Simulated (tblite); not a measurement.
# C5H13BO2Si: the cost of one run

Programs: tblite 0.8.0 and PySCF 2.14.0, with density-fitted response routines of our own. Each step states its level of theory. These are calculated values for one molecule in the gas phase, unless marked as measured. Atoms are numbered from 0 throughout.

## (1) The starting structure

22 atoms, charge 0, multiplicity 1; geometry from: force field or distance geometry start.

Bonds of the start (Å): C0–O1 1.40, O1–B2 1.49, B2–O3 1.45, O3–C4 1.38, B2–C5 1.57, C5–C6 1.53, C6–Si7 1.86, Si7–C8 1.87, C8–C5 1.50, C0–H9 1.13, C0–H10 1.09, C0–H11 1.10, C4–H12 1.10, C4–H13 1.09, C4–H14 1.10, C5–H15 1.12, C6–H16 1.09, C6–H17 1.11, Si7–H18 1.46, Si7–H19 1.46, C8–H20 1.11, C8–H21 1.09.

## (2) Relaxing the molecule with GFN2-xTB

The job: settings as JSON, then the geometry in Å.

```
{"job": {"kind": "relax", "xc": "GFN2-xTB", "basis": "xTB"}, "charge": 0, "multiplicity": 1}
C     -1.953200     1.926500     0.089400
O     -1.410300     1.016400    -0.825500
B     -0.745900    -0.007600     0.028500
O     -1.651700    -0.864000     0.771600
C     -2.140600    -1.926700     0.034700
C      0.728300     0.312000     0.450400
C      1.541200     0.534700    -0.826500
Si     3.049400     0.040400     0.143500
C      1.578000    -0.851500     0.878300
H     -2.808300     1.383400     0.579200
H     -1.259100     2.217000     0.884400
H     -2.297500     2.831400    -0.440200
H     -2.094700    -1.756000    -1.047600
H     -3.184400    -2.125300     0.289300
H     -1.511600    -2.799500     0.269400
H      0.816300     1.193300     1.143200
H      1.502400     1.567000    -1.187000
H      1.243500    -0.205900    -1.593500
H      3.997800    -0.807000    -0.563300
H      3.623400     1.097900     0.976800
H      1.712800    -0.993600     1.970600
H      1.254000    -1.763500     0.370300
```

Run with:

```console
$ OMP_NUM_THREADS=1 python probes_run.py task.json out
```

This one command runs all jobs of the session in turn.

Q: Estimate the wall time and peak memory of this first job on 1 thread of Intel Xeon at 2.70GHz, shared host.

About 2.3 s, with a peak of 0.18 GiB.
